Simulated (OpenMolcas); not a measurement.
# V²⁺ among point charges: CASSCF and CASPT2 levels and susceptibility

Aim: the splitting of the states of V²⁺ in the field of 4 point charges, its lowest levels with spin-orbit coupling and its magnetic susceptibility.

The numbers are computed with OpenMolcas 26.06 (state-averaged CASSCF and CASPT2, spin-orbit coupling by RASSI with atomic mean-field integrals), except any that are marked as measured or tabulated.

### 1 What is computed

* Species: V²⁺ (vanadium, Z = 23, 21 electrons)
* Basis: ANO-RCC-VTZP [6s5p3d2f1g], 59 functions
* Scalar Hamiltonian: DKH2, point nucleus
* Inactive shells: 1s 2s 2p 3s 3p
* Active space: 3 electrons in 5 orbitals (3d)
* Some configurations of this space: 3d³
* Orbitals: optimised for each spin and parity, averaged over all roots

Outer shells as boxes (Hund's rule):

3d3
```
3d [↑ ][↑ ][↑ ][  ][  ]
```

The ion sits among 4 point charges of -1.2 e arranged as a tetrahedron (Td), 1.78 Å from the ion.

Each step is its own input file, run in one work folder so that later steps find the files of earlier ones. Labels, J, g values, rates, χT and fits are worked out afterwards by a script from the matrices that RASSI stores.

### 2 Basis and integrals

a.inp

```
&GATEWAY
Coord
1

V 0.0 0.0 0.0
Basis=ANO-RCC-VTZP
Group=NoSym
NoMove
AngMom=0.0 0.0 0.0
AMFI
XField
4 Angstrom 0
1.027683 1.027683 1.027683 -1.200000
1.027683 -1.027683 -1.027683 -1.200000
-1.027683 1.027683 -1.027683 -1.200000
-1.027683 -1.027683 1.027683 -1.200000
&SEWARD
```

Launch:

```
$ OMP_NUM_THREADS=1 MOLCAS_MEM=1689 MOLCAS_PROJECT=a pymolcas a.inp > a.log
```

### 3 Reference wave functions, quartets, 10 roots

a.inp

```
&RASSCF
FileOrb=start.orb
Symmetry=1
Spin=4
nActEl=3 0 0
Inactive=9
Ras2=5
CIRoot=10 10 1
SDav=10
CIMx=300
Iter=120 100
PrWF=0.3
OrbListing=Nothing
MaxOrb=0
>>> COPY $Project.JobIph JOB001
```

start.orb holds the contracted functions of the basis, ordered by shell, or the orbitals of the step before.

### 4 CASSCF: doublets, 40 roots

a.inp

```
&RASSCF
FileOrb=start.orb
Symmetry=1
Spin=2
nActEl=3 0 0
Inactive=9
Ras2=5
CIRoot=40 40 1
SDav=40
CIMx=300
Iter=120 100
PrWF=0.3
OrbListing=Nothing
MaxOrb=0
>>> COPY $Project.JobIph JOB002
```

### 5 State interaction with spin-orbit coupling

a.inp

```
&RASSI
NrOfJobIphs=2 10 40
1 2 3 4 5 6 7 8 9 10
1 2 3 4 5 6 7 8 9 10 11 12 13 14 15 16 17 18 19 20 21 22 23 24 25 26 27
28 29 30 31 32 33 34 35 36 37 38 39 40
IphNames
JOB001
JOB002
EJob
SpinOrbit
DIPRint=1.0
SOCoupling=1000.0
Subsets=2
Property=9
'ANGMOM' 1 'ANGMOM' 2 'ANGMOM' 3 'MLTPL  1' 1 'MLTPL  1' 2 'MLTPL  1' 3
'AMFI' 1 'AMFI' 2 'AMFI' 3
SOProperty=3
'ANGMOM' 1 'ANGMOM' 2 'ANGMOM' 3
```

### 6 CASPT2: IPEA 0.25, imaginary shift 0.1 (closed shells correlated: 3s 3p)

a.inp

```
>>> COPY JOB001 $Project.JobIph
&CASPT2
Multistate=10 1 2 3 4 5 6 7 8 9 10
NoMult
Frozen=5
IPEA=0.25
Imaginary=0.1
MaxIter=60
WThr=0.0 0.3 0.05
PrWF=0.5
NoMix
>>> COPY JOB002 $Project.JobIph
&CASPT2
Multistate=40 1 2 3 4 5 6 7 8 9 10 11 12 13 14 15 16 17 18 19 20 21 22
23 24 25 26 27 28 29 30 31 32 33 34 35 36 37 38 39 40
NoMult
Frozen=5
IPEA=0.25
Imaginary=0.1
MaxIter=60
WThr=0.0 0.3 0.05
PrWF=0.5
NoMix
```

(Steps that only read results are left out.)

What does the calculation give? Wanted: spin-free ground state; first state of the same spin within the active space; lowest level; next level.

As calculated:

| quantity | value |
| --- | --- |
| method | SS-CASPT2, IPEA 0.25, imaginary shift 0.1 (closed shells correlated: 3s 3p) |
| spin-free ground state | 4T1, 3-fold in its orbital part |
| first state of the same spin within the active space | 4T2 at 2250 cm⁻¹ |
| lowest level | 4-fold Γ8 |
| next level | 21.9 cm⁻¹ |
| χT at 300 K | 1.68 cm³ K/mol |
| effective moment at 300 K | 3.66 μB |

Cost by method:

| method | time of its own steps | time with the reference |
| --- | --- | --- |
| A. CASSCF | 8.4 s | 8.4 s |
| B. SS-CASPT2, IPEA 0.25, imaginary shift 0.1, +3s 3p | 12 s | 21 s |

Times are of one thread on a shared host.

What this shows: The spin-free ground state (4T1) comes to 100 % from free-ion F terms and keeps the highest spin of the shell. χT at 300 K is 1.68, against 1.88 cm³ K/mol for the spin alone, so spin-orbit coupling lowers it. A ligand-field fit to the states below 45000 cm-1 gives 10Dq = -1865 cm-1, B = 727 cm-1 and C = 2342 cm-1 (C/B = 3.22), with a deviation of 546 cm-1. CASPT2 does not keep the components of a term degenerate, and the means are used. The field of point charges can differ much from that of real complexes. Point charges carry no covalency, so the field is a model and not that of real ligands.
